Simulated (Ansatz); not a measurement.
Crystal: Ir3Rh.

```
Ir Rh
1.0
     3.84034    0.00000    0.00000
     0.00000    3.84034    0.00000
     0.00000    0.00000    3.84034
Ir Rh
3 1
Direct
  0.50000 0.50000 0.00000
  0.00000 0.50000 0.50000
  0.50000 0.00000 0.50000
  0.00000 0.00000 0.00000
```

The cell comes from a database or a generator and needn't be the stable form of this composition.

| Property | Result |
| --- | --- |
| Program | Ansatz 0.2.0 |
| Task | single point |
| Functional | PBEsol |
| Potentials or basis | all-electron LAPW, scalar-relativistic |
| Cutoff | 283 eV (chosen from the basis error) |
| Basis error allowed | 0.001 eV/atom |
| k mesh | 7 × 7 × 7 |
| Occupations | fermi-dirac, width 0.05 eV |
| Spin | no spin polarisation |

On this cell: pressure -6.2 GPa; largest force zero by symmetry; band gap on the k mesh none (metal or under the smearing width).

The same run follows on a disturbed copy (atoms moved at random, drawn with an rms of 0.05 Å):

```
CELL_PARAMETERS angstrom
3.84034 0.00000 0.00000
0.00000 3.84034 0.00000
0.00000 0.00000 3.84034
ATOMIC_POSITIONS crystal
Ir 0.50240 0.50647 0.99934
Ir 0.00115 0.49205 0.49504
Ir 0.50090 0.99405 0.50524
Rh 0.01098 0.00388 0.99475
```

Problem. What does the disturbed cell give?

Solution. The energy (extrapolated to zero smearing) moves by +7.0 meV/atom; pressure -5.8 GPa; largest force 0.543 eV/Å; band gap on the k mesh none (metal or under the smearing width).

Forces in eV/Å, atoms in the order of the input:
```
Ir   0.136 -0.352  0.009
Ir   0.078  0.319  0.114
Ir   0.213  0.272 -0.361
Rh  -0.426 -0.238  0.238
```

Stress tensor (GPa, compression positive):
```
-6.02 -0.06 -0.20
-0.06 -5.87 -0.16
-0.20 -0.16 -5.64
```
